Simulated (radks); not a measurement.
# Ta²⁺ in [Xe] 4f14 5d3: an all-electron calculation

Aim: the levels, the sizes of the orbitals and the parts of the energy of the tantalum ion Ta2+.

The numbers are computed with radks (a radial shooting solver on a logarithmic mesh, Libxc functionals) version 1 (Dirac Kohn-Sham, PBE, spin-unpolarised, spherical densities, finite nucleus; open shells are shared between the two j in proportion to 2j + 1), except any that are marked as measured or tabulated.

## 1. The atom as given

| Property | Result |
| --- | --- |
| element | tantalum (Z = 73) |
| charge | +2 |
| electrons | 71 |
| configuration | [Xe] 4f14 5d3 |
| nuclear rms radius | 5.3507 fm |

The outer shells:

Ta²⁺
```
[Xe] core
4f [↑↓][↑↓][↑↓][↑↓][↑↓][↑↓][↑↓]
5d [↑ ][↑ ][↑ ][  ][  ]
```

## 2. The run

The run's settings:

```text
Z 73
configuration [Xe] 4f14 5d3 6s0 6p0
relativity Dirac
functional pbe,pbe
spin unpolarised
j_filling average
nucleus finite rms 5.3507 fm
c 137.035999084
```

What does the calculation give?

The runs gave:

```
                        quantity                   value
                    total energy     -15622.7390 hartree
exchange-correlation share of it                  2.03 %
                            −T/E                  1.1221
          highest occupied level       5d5/2, -18.026 eV
    most extended occupied level  5d5/2, <r> = 2.01 bohr
 radius at density 0.001 e/bohr³               3.76 bohr
    maxima of the radial density                       4
         ionisation energy, NIST          23 (theory) eV
```

5 principal shells are occupied and 4 maxima appear in the radial density; where shells overlap, one shows as a shoulder or not at all. Relativity lifts −T/E to 1.122. Minus the highest eigenvalue, 18.026 eV, is 78 % of the tabulated ionisation energy (23 eV); the potential of a semilocal functional falls off too fast, so its top eigenvalue is too shallow. Spin polarisation and multiplet splitting are left out. Sharing an open shell by 2j + 1 raises it above the true ground level by a part of the spin-orbit splitting, which enters the differences from NIST.
